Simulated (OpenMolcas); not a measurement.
**Cu⁴⁺ among point charges: CASSCF and CASPT2 levels and susceptibility**

How does a field of 6 point charges split the states of Cu⁴⁺, and what χT follows?

Method: state-averaged CASSCF and CASPT2, spin-orbit coupling by RASSI with atomic mean-field integrals. Code: OpenMolcas 26.06.

### Step 1. The system

```
Species                           : Cu⁴⁺ (copper, Z = 29, 25 electrons)
Basis                             : ANO-RCC-VTZP [6s5p3d2f1g], 59 functions
Scalar Hamiltonian                : DKH2, point nucleus
Inactive shells                   : 1s 2s 2p 3s 3p
Active space                      : 7 electrons in 5 orbitals (3d)
Some configurations of this space : 3d7
Orbitals                          : optimised for each spin and parity, averaged over all roots
```

The outer shells:

3d7
```
3d [↑↓][↑↓][↑ ][↑ ][↑ ]
```

The ion sits among 6 point charges of -2 e arranged as a tetragonal octahedron (D4h), 1.8 Å from the ion, with the axial distance 1.854 Å.

The work runs as a chain of OpenMolcas steps in one folder; each step below is one input file. Labels, J, g values, rates, χT and fits are worked out afterwards by a script from the matrices that RASSI stores. The input lists half of the charges; inversion (Group=XYZ) makes the rest.

### Step 2. GATEWAY and SEWARD: basis and integrals

Input file a.inp:

```
&GATEWAY
Coord
1

Cu 0.0 0.0 0.0
Basis=ANO-RCC-VTZP
Group=XYZ
NoMove
AngMom=0.0 0.0 0.0
AMFI
XField
3 Angstrom 0
1.800000 0.000000 0.000000 -2.000000
0.000000 1.800000 0.000000 -2.000000
0.000000 0.000000 1.854000 -2.000000
&SEWARD
```

Started as:

```
$ OMP_NUM_THREADS=1 MOLCAS_MEM=1689 MOLCAS_PROJECT=a pymolcas a.inp > a.log
```

The log of the run:

```text
Basis set label: CU.ANO-RCC...6S5P3D2F1G.

      Electronic valence basis set:
      ------------------
      Associated Effective Charge  29.000000 au
      Associated Actual Charge     29.000000 au
      Nuclear Model: Point charge

      Shell  nPrim  nBasis  Cartesian Spherical Contaminant
         s      21       6        X
         p      15       5        X
         d      10       3                 X
         f       6       2                 X
         g       4       1                 X
                  Relativistic Douglas-Kroll-Hess integrals:
                    - DKH order of Hamiltonian: 2
                    - DKH order of Properties : 0
                  Atomic mean-field integrals
```

### Step 3. CASSCF: quartets of even parity, 10 roots

Input file a.inp:

```
&RASSCF
FileOrb=start.orb
Symmetry=1
Spin=4
nActEl=7 0 0
Inactive=3 6
Ras2=5 0
CIRoot=10 10 1
SDav=10
CIMx=300
Iter=120 100
PrWF=0.3
OrbListing=Nothing
MaxOrb=0
>>> COPY $Project.JobIph JOB001
```

start.orb holds the contracted functions of the basis, ordered by shell, or the orbitals of the step before.

The log of the run, cut to the lines that bear on the results:

```text
[...]
      Number of active orbitals                  5
[...]
      Spin quantum number                      1.5
[...]
      Active orbitals                            5   0
[...]
      Number of CSFs                            10
      Number of root(s) required                10
[...]
      Convergence after  8 iterations
[...]
      Natural orbitals and occupation numbers for root  1
      sym 1:   1.158666   1.841334   1.000000   1.841334   1.158666
      Natural orbitals and occupation numbers for root  2
      sym 1:   1.927594   1.927594   1.072406   1.072406   1.000000
      Natural orbitals and occupation numbers for root  3
      sym 1:   1.927594   1.072406   1.000000   1.927594   1.072406
::    RASSCF root number  1 Total energy:  -1662.94205822
::    RASSCF root number  2 Total energy:  -1662.94102008
::    RASSCF root number  3 Total energy:  -1662.94102008
[...]
::    RASSCF root number  7 Total energy:  -1662.92225632
::    RASSCF root number  8 Total energy:  -1662.82718166
::    RASSCF root number  9 Total energy:  -1662.82718166
::    RASSCF root number 10 Total energy:  -1662.82279168
```

### Step 4. Reference wave functions, doublets of even parity, 40 roots

Input file a.inp:

```
&RASSCF
FileOrb=start.orb
Symmetry=1
Spin=2
nActEl=7 0 0
Inactive=3 6
Ras2=5 0
CIRoot=40 40 1
SDav=40
CIMx=300
Iter=120 100
PrWF=0.3
OrbListing=Nothing
MaxOrb=0
>>> COPY $Project.JobIph JOB002
```

The log of the run, cut to the lines that bear on the results:

```text
[...]
      Number of active orbitals                  5
[...]
      Spin quantum number                      0.5
[...]
      Active orbitals                            5   0
[...]
      Number of CSFs                            40
      Number of root(s) required                40
[...]
      Convergence after  7 iterations
[...]
      Natural orbitals and occupation numbers for root  1
      sym 1:   1.721473   1.681627   0.682911   1.232361   1.681627
      Natural orbitals and occupation numbers for root  2
      sym 1:   1.595093   1.694223   1.252712   0.763749   1.694223
      Natural orbitals and occupation numbers for root  3
      sym 1:   1.568649   1.509497   1.133665   1.331800   1.456388
::    RASSCF root number  1 Total energy:  -1662.82927976
::    RASSCF root number  2 Total energy:  -1662.82753559
::    RASSCF root number  3 Total energy:  -1662.82645794
[...]
::    RASSCF root number 27 Total energy:  -1662.77271093
::    RASSCF root number 28 Total energy:  -1662.77165337
::    RASSCF root number 29 Total energy:  -1662.68062612
::    RASSCF root number 30 Total energy:  -1662.68062612
```

### Step 5. RASSI: spin-orbit coupling between the states

Input file a.inp:

```
&RASSI
NrOfJobIphs=2 10 40
1 2 3 4 5 6 7 8 9 10
1 2 3 4 5 6 7 8 9 10 11 12 13 14 15 16 17 18 19 20 21 22 23 24 25 26 27
28 29 30 31 32 33 34 35 36 37 38 39 40
IphNames
JOB001
JOB002
EJob
SpinOrbit
DIPRint=1.0
SOCoupling=1000.0
Subsets=2
Property=9
'ANGMOM' 1 'ANGMOM' 2 'ANGMOM' 3 'MLTPL  1' 1 'MLTPL  1' 2 'MLTPL  1' 3
'AMFI' 1 'AMFI' 2 'AMFI' 3
SOProperty=3
'ANGMOM' 1 'ANGMOM' 2 'ANGMOM' 3
```

The log of the run, cut to the lines that bear on the results:

```text
SPIN-FREE ENERGIES:
  (Shifted by EMIN (a.u.) =      -1662.9420582237)
 SF State       Relative EMIN(au)   Rel lowest level(eV)    D:o, cm**(-1)      L_eff
     1             0.0000000000        0.0000000000              0.0000         3.0
     2             0.0010381422        0.0282492876            227.8459         3.0
     3             0.0010381422        0.0282492876            227.8459         3.0
     4             0.0088340506        0.2403867629           1938.8500         3.0
     5             0.0095536319        0.2599675671           2096.7798         3.0
     6             0.0095536319        0.2599675671           2096.7798         3.0
     7             0.0198019075        0.5388373540           4346.0164         3.0
    11             0.1127784637        3.0688583366          24752.0118         4.0
    12             0.1145226381        3.1163197390          25134.8138         4.0
     8             0.1148765680        3.1259506620          25212.4924         1.0
[...]
Eigenvalues of complex Hamiltonian:
   -----------------------------------
  (Shifted by EMIN (a.u.) =      -1662.9420582237)
 SO State       Relative EMIN(au)   Rel lowest level(eV)    D:o, cm**(-1)     J-value
     1            -0.0058918522        0.0000000000              0.0000         4.0
     2            -0.0058918522        0.0000000000              0.0000         4.0
     3            -0.0042722722        0.0440710176            355.4567         4.0
     4            -0.0042722722        0.0440710176            355.4567         4.0
     5            -0.0032634442        0.0715226246            576.8689         2.4
     6            -0.0032634442        0.0715226246            576.8689         2.4
     7            -0.0006683590        0.1421384921           1146.4243         3.5
     8            -0.0006683590        0.1421384921           1146.4243         3.5
     9             0.0000228036        0.1609459824           1298.1169         2.9
    10             0.0000228036        0.1609459824           1298.1169         2.9
    11             0.0030502897        0.2433280780           1962.5733         2.6
[...]
```

Time for these steps: 8.8 s (1 thread of Arm Neoverse V2, shared host).

Spin-free states, with their symmetry labels:

```csv
state,degeneracy,E (cm-1),free-ion L (%)
4A2,1,0,F (100)
4E,2,228,F (100)
4B2,1,1939,F (100)
4E,2,2097,F (100)
4B1,1,4346,F (100)
2A1,1,24752,G (89)
2B1,1,25135,G (91)
4E,2,25212,P (100)
2E,2,25371,G (98)
2A2,1,25458,G (95)
2B2,1,25490,G (99)
2E,2,25784,G (96)
4A2,1,26176,P (100)
2A1,1,26254,G (100)
2E,2,32788,H (51)
2A2,1,32887,P (63)
2A2,1,33394,H (87)
2E,2,33459,H (95)
2A1,1,33751,H (92)
2E,2,33875,H (78)
2B1,1,34041,H (93)
2B2,1,34106,H (92)
2E,2,35305,H (63)
2A2,1,35545,H (73)
```

With spin-orbit coupling:

| E (cm-1) | Degeneracy | Label | 2S+1 | g |
| --- | --- | --- | --- | --- |
| 0.0 | 2 | E1/2 | 4 | 2.79 5.90 5.90 |
| 355.5 | 2 | E3/2 | 4 | 2.65 2.65 3.64 |
| 576.9 | 2 | E1/2 | 4 | 1.91 1.91 7.52 |
| 1146 | 2 | E3/2 | 4 | 1.31 1.31 4.63 |
| 1298 | 2 | E1/2 | 4 | 1.90 1.90 3.81 |
| 1963 | 2 | E3/2 | 4 | 0.01 0.86 0.86 |
| 3098 | 2 | E1/2 | 4 | 1.48 1.48 4.90 |
| 3161 | 2 | E1/2 | 4 | 2.84 2.84 3.10 |
| 3263 | 2 | E3/2 | 4 | 0.37 3.95 3.95 |
| 3788 | 2 | E3/2 | 4 | 1.25 1.25 2.45 |
| 3832 | 2 | E1/2 | 4 | 2.59 2.59 2.75 |
| 4074 | 2 | E3/2 | 4 | 1.30 2.66 2.66 |
| 6173 | 2 | E1/2 | 4 | 0.16 0.16 3.24 |
| 6201 | 2 | E3/2 | 4 | 0.89 2.16 2.16 |
| 25412 | 2 | E1/2 | 2 | 1.78 3.48 3.48 |
| 25643 | 2 | E3/2 | 2 | 1.45 1.45 5.07 |
| 25956 | 2 | E3/2 | 4 | 0.89 0.89 7.43 |
| 25993 | 2 | E1/2 | 2 | 2.71 2.71 2.80 |
| 26065 | 2 | E3/2 | 4 | 0.19 0.19 3.99 |
| 26237 | 2 | E3/2 | 2 | 2.30 2.30 2.44 |
| 26251 | 2 | E1/2 | 4 | 0.21 0.77 0.77 |
| 26499 | 2 | E1/2 | 4 | 0.20 0.20 3.52 |
| 26769 | 2 | E1/2 | 2 | 2.16 4.33 4.33 |
| 27155 | 2 | E3/2 | 4 | 0.10 0.10 5.63 |

The table of states holds 24 of 37 computed; the rest, higher up, is left out. Principal g values are given for doublets only; a zero marks a field direction without first-order Zeeman splitting.

Powder χT (cm³ K/mol): 2.44 at 2 K, 2.47 at 5 K, 2.52 at 10 K, 2.62 at 20 K, 2.92 at 50 K, 3.41 at 100 K, 3.81 at 150 K, 4.10 at 200 K, 4.30 at 250 K, 4.44 at 300 K.

Orbitals of the lowest block (energies include the constant potential of the surroundings):

```
shell     space  energy (hartree)  mean occupation  ⟨r²⟩ (bohr²)
   1s  inactive         -331.6288            2.000       0.00362
   2s  inactive          -40.8908            2.000        0.0646
   2p  inactive          -35.0302            6.000        0.0520
   3s  inactive           -4.2544            2.000         0.562
   3p  inactive           -2.4156            6.000         0.621
   3d      RAS2                              7.000         0.797
```

### Step 6. CASPT2: IPEA 0.25, imaginary shift 0.1 (closed shells correlated: 3s 3p)

Input file a.inp:

```
>>> COPY JOB001 $Project.JobIph
&CASPT2
Multistate=10 1 2 3 4 5 6 7 8 9 10
NoMult
Frozen=2 3
IPEA=0.25
Imaginary=0.1
MaxIter=60
WThr=0.0 0.3 0.05
PrWF=0.5
NoMix
>>> COPY JOB002 $Project.JobIph
&CASPT2
Multistate=40 1 2 3 4 5 6 7 8 9 10 11 12 13 14 15 16 17 18 19 20 21 22
23 24 25 26 27 28 29 30 31 32 33 34 35 36 37 38 39 40
NoMult
Frozen=2 3
IPEA=0.25
Imaginary=0.1
MaxIter=60
WThr=0.0 0.3 0.05
PrWF=0.5
NoMix
```

Started as:

```
$ OMP_NUM_THREADS=1 MOLCAS_MEM=1689 MOLCAS_PROJECT=a pymolcas a.inp > a.log
```

The log of the run:

```text
Orbital specifications:
      -----------------------

      Symmetry species                           1   2
                                                ag  au
      Frozen orbitals                            2   3
      Inactive orbitals                          1   3
      Active orbitals                            5   0
      Secondary orbitals                        22  23
      Deleted orbitals                           0   0
      Number of basis functions                 30  29
Type of calculation                        SS-CASPT2
      Fock operator                              state-specific
      IPEA shift                                 0.25
      Real shift                                 0.00
      Imaginary shift                            0.10
      The input orbitals will be transformed to quasi-canonical
Reference energy:       -1662.9420582237
      E2 (Non-variational):      -0.5230237291
      Shift correction:          -0.0000426880
      E2 (Variational):          -0.5230664171
      Total energy:           -1663.4651246409
      Residual norm:              0.0000000873
      Reference weight:           0.95966
      Contributions to the CASPT2 correlation energy
      Active & Virtual Only:         -0.1797608411
      One Inactive Excited:          -0.2535432814
      Two Inactive Excited:          -0.0897196066
Reference energy:       -1662.9410200816
      E2 (Non-variational):      -0.5221142195
      Shift correction:          -0.0000424192
      E2 (Variational):          -0.5221566388
      Total energy:           -1663.4631767204
      Residual norm:              0.0000000963
      Reference weight:           0.95983
      Contributions to the CASPT2 correlation energy
      Active & Virtual Only:         -0.1792649944
      One Inactive Excited:          -0.2532143813
      Two Inactive Excited:          -0.0896348439
::    CASPT2 Root  1     Total energy:  -1663.46512464
::    CASPT2 Root  2     Total energy:  -1663.46317672
::    CASPT2 Root  3     Total energy:  -1663.46317673
::    CASPT2 Root  4     Total energy:  -1663.45385999
::    CASPT2 Root  5     Total energy:  -1663.45351079
::    CASPT2 Root  6     Total energy:  -1663.45351079
::    CASPT2 Root  7     Total energy:  -1663.44228256
::    CASPT2 Root  8     Total energy:  -1663.36757829
::    CASPT2 Root  9     Total energy:  -1663.36757827
::    CASPT2 Root 10     Total energy:  -1663.36215500
Orbital specifications:
      -----------------------

      Symmetry species                           1   2
                                                ag  au
      Frozen orbitals                            2   3
      Inactive orbitals                          1   3
      Active orbitals                            5   0
      Secondary orbitals                        22  23
      Deleted orbitals                           0   0
      Number of basis functions                 30  29
Type of calculation                        SS-CASPT2
      Fock operator                              state-specific
      IPEA shift                                 0.25
      Real shift                                 0.00
      Imaginary shift                            0.10
      The input orbitals will be transformed to quasi-canonical
Reference energy:       -1662.8292797600
      E2 (Non-variational):      -0.5324971253
      Shift correction:          -0.0000436293
      E2 (Variational):          -0.5325407547
      Total energy:           -1663.3618205147
      Residual norm:              0.0000000501
      Reference weight:           0.95867
      Contributions to the CASPT2 correlation energy
      Active & Virtual Only:         -0.1843841811
      One Inactive Excited:          -0.2568199900
      Two Inactive Excited:          -0.0912929542
Reference energy:       -1662.8275355857
      E2 (Non-variational):      -0.5328738042
      Shift correction:          -0.0000437088
      E2 (Variational):          -0.5329175130
      Total energy:           -1663.3604530986
      Residual norm:              0.0000000490
      Reference weight:           0.95860
      Contributions to the CASPT2 correlation energy
      Active & Virtual Only:         -0.1845412048
      One Inactive Excited:          -0.2569662355
      Two Inactive Excited:          -0.0913663638
::    CASPT2 Root  1     Total energy:  -1663.36182051
::    CASPT2 Root  2     Total energy:  -1663.36045310
::    CASPT2 Root  3     Total energy:  -1663.36082296
::    CASPT2 Root  4     Total energy:  -1663.36082296
::    CASPT2 Root  5     Total energy:  -1663.36062267
::    CASPT2 Root  6     Total energy:  -1663.36039797
::    CASPT2 Root  7     Total energy:  -1663.35908191
::    CASPT2 Root  8     Total energy:  -1663.35908191
::    CASPT2 Root  9     Total energy:  -1663.35717024
::    CASPT2 Root 10     Total energy:  -1663.33402852
::    CASPT2 Root 11     Total energy:  -1663.33402852
::    CASPT2 Root 12     Total energy:  -1663.33829647
::    CASPT2 Root 13     Total energy:  -1663.32656487
::    CASPT2 Root 14     Total energy:  -1663.32425976
::    CASPT2 Root 15     Total energy:  -1663.32425976
::    CASPT2 Root 16     Total energy:  -1663.32263833
::    CASPT2 Root 17     Total energy:  -1663.32466779
::    CASPT2 Root 18     Total energy:  -1663.32466779
::    CASPT2 Root 19     Total energy:  -1663.32113897
::    CASPT2 Root 20     Total energy:  -1663.32182548
::    CASPT2 Root 21     Total energy:  -1663.31932595
::    CASPT2 Root 22     Total energy:  -1663.31932595
::    CASPT2 Root 23     Total energy:  -1663.31644146
::    CASPT2 Root 24     Total energy:  -1663.31988618
::    CASPT2 Root 25     Total energy:  -1663.31822724
::    CASPT2 Root 26     Total energy:  -1663.31602695
::    CASPT2 Root 27     Total energy:  -1663.31602696
::    CASPT2 Root 28     Total energy:  -1663.31520191
::    CASPT2 Root 29     Total energy:  -1663.23661225
::    CASPT2 Root 30     Total energy:  -1663.23661225
```

Time for this run: 5 s (1 thread of Arm Neoverse V2, shared host).

SS-CASPT2: lowest energy less the reference's lowest, -0.5231 hartree; reference weights 0.953 to 0.960.

States without spin-orbit coupling:

| state | degeneracy | E (cm-1) | free-ion L (%) |
| --- | --- | --- | --- |
| 4A2 | 1 | 0 | F (100) |
| 4E | 2 | 428 | F (100) |
| 4B2 | 1 | 2472 | F (100) |
| 4E | 2 | 2549 | F (100) |
| 4B1 | 1 | 5013 | F (100) |
| 4E | 2 | 21409 | P (100) |
| 4A2 | 1 | 22599 | P (100) |
| 2A1 | 1 | 22673 | G (89) |
| 2E | 2 | 22892 | G (98) |
| 2A2 | 1 | 22936 | G (95) |
| 2B1 | 1 | 22973 | G (91) |
| 2B2 | 1 | 22985 | G (99) |
| 2E | 2 | 23274 | G (96) |
| 2A1 | 1 | 23693 | G (100) |
| 2A2 | 1 | 27836 | P (63) |
| 2E | 2 | 28772 | H (51) |
| 2A2 | 1 | 30410 | H (87) |
| 2E | 2 | 30827 | H (78) |
| 2E | 2 | 30916 | H (95) |
| 2A1 | 1 | 31272 | H (92) |
| 2B2 | 1 | 31451 | H (92) |
| 2B1 | 1 | 31601 | H (93) |
| 2A1 | 1 | 31876 | D (96) |
| 2E | 2 | 31999 | H (63) |

With spin-orbit coupling:

```json
{"E (cm-1)": "0", "Degeneracy": "2", "Label": "E1/2", "2S+1": "4", "g": "2.50 5.99 5.99"}
{"E (cm-1)": "380", "Degeneracy": "2", "Label": "E3/2", "2S+1": "4", "g": "1.90 1.90 4.20"}
{"E (cm-1)": "700", "Degeneracy": "2", "Label": "E1/2", "2S+1": "4", "g": "1.92 1.92 7.94"}
{"E (cm-1)": "1300", "Degeneracy": "2", "Label": "E3/2", "2S+1": "4", "g": "0.30 0.30 4.67"}
{"E (cm-1)": "1430", "Degeneracy": "2", "Label": "E1/2", "2S+1": "4", "g": "1.62 1.62 3.76"}
{"E (cm-1)": "2020", "Degeneracy": "2", "Label": "E3/2", "2S+1": "4", "g": "0.11 0.35 0.35"}
{"E (cm-1)": "3450", "Degeneracy": "2", "Label": "E1/2", "2S+1": "4", "g": "1.83 3.12 3.12"}
{"E (cm-1)": "3540", "Degeneracy": "2", "Label": "E1/2", "2S+1": "4", "g": "1.09 1.09 6.36"}
{"E (cm-1)": "3600", "Degeneracy": "2", "Label": "E3/2", "2S+1": "4", "g": "0.47 3.92 3.92"}
{"E (cm-1)": "4060", "Degeneracy": "2", "Label": "E1/2", "2S+1": "4", "g": "2.64 2.64 2.88"}
{"E (cm-1)": "4140", "Degeneracy": "2", "Label": "E3/2", "2S+1": "4", "g": "1.58 1.58 2.59"}
{"E (cm-1)": "4370", "Degeneracy": "2", "Label": "E3/2", "2S+1": "4", "g": "1.38 2.65 2.65"}
{"E (cm-1)": "6690", "Degeneracy": "2", "Label": "E1/2", "2S+1": "4", "g": "0.12 0.12 3.37"}
{"E (cm-1)": "6710", "Degeneracy": "2", "Label": "E3/2", "2S+1": "4", "g": "0.96 2.26 2.26"}
{"E (cm-1)": "22030", "Degeneracy": "2", "Label": "E3/2", "2S+1": "4", "g": "0.09 0.09 7.98"}
{"E (cm-1)": "22170", "Degeneracy": "2", "Label": "E3/2", "2S+1": "4", "g": "0.08 0.08 4.04"}
{"E (cm-1)": "22340", "Degeneracy": "2", "Label": "E1/2", "2S+1": "4", "g": "0.13 0.13 0.22"}
{"E (cm-1)": "22600", "Degeneracy": "2", "Label": "E1/2", "2S+1": "4", "g": "0.96 0.96 3.52"}
{"E (cm-1)": "23040", "Degeneracy": "2", "Label": "E1/2", "2S+1": "2", "g": "2.25 2.25 4.93"}
{"E (cm-1)": "23180", "Degeneracy": "2", "Label": "E3/2", "2S+1": "2", "g": "3.49 3.49 3.86"}
{"E (cm-1)": "23460", "Degeneracy": "2", "Label": "E1/2", "2S+1": "2", "g": "1.52 1.52 6.39"}
{"E (cm-1)": "23480", "Degeneracy": "2", "Label": "E3/2", "2S+1": "4", "g": "0.04 0.04 5.81"}
{"E (cm-1)": "23750", "Degeneracy": "2", "Label": "E3/2", "2S+1": "2", "g": "1.81 3.72 3.72"}
{"E (cm-1)": "23920", "Degeneracy": "2", "Label": "E1/2", "2S+1": "4", "g": "2.06 3.17 3.17"}
```

Powder χT (cm³ K/mol): 2.45 at 2 K, 2.48 at 5 K, 2.53 at 10 K, 2.62 at 20 K, 2.89 at 50 K, 3.33 at 100 K, 3.69 at 150 K, 3.97 at 200 K, 4.16 at 250 K, 4.30 at 300 K.

### Step 7. The methods side by side

A. CASSCF
B. SS-CASPT2, IPEA 0.25, imaginary shift 0.1 (closed shells correlated: 3s 3p)

```
method  ground state  first state of that spin (cm-1)  first gap with spin-orbit (cm-1)  χT at 300 K
     A           4A2                         4E 227.8                             355.5         4.44
     B           4A2                         4E 427.5                             378.1         4.30
```

### Step 8. What came out

| quantity | value |
| --- | --- |
| method | SS-CASPT2, IPEA 0.25, imaginary shift 0.1 (closed shells correlated: 3s 3p) |
| spin-free ground state | 4A2, 1-fold in its orbital part |
| first state of the same spin within the active space | 4E at 428 cm⁻¹ |
| lowest level | 2-fold E1/2, g = 2.50, 5.99, 5.99 |
| next level | 378.1 cm⁻¹ |
| χT at 300 K | 4.30 cm³ K/mol |
| effective moment at 300 K | 5.86 μB |

Cost by method:

```csv
method,time of its own steps,time with the reference
A. CASSCF,8.8 s,8.8 s
"B. SS-CASPT2, IPEA 0.25, imaginary shift 0.1, +3s 3p",5 s,14 s
```

Times are of one thread on a shared host.

What this shows: The spin-free ground state (4A2) comes to 100 % from free-ion F terms and keeps the highest spin of the shell. χT at 300 K is 4.30, against 1.88 cm³ K/mol for the spin alone, so orbital moment adds to it. An active space of the d shell alone favours high spin; real ions in strong fields can be low spin. The field of point charges can differ much from that of real complexes. With metal d orbitals alone active, the gaps between spin states are rough; where two lie within a few thousand cm-1, their order is open. Point charges carry no covalency, so the field is a model and not that of real ligands.
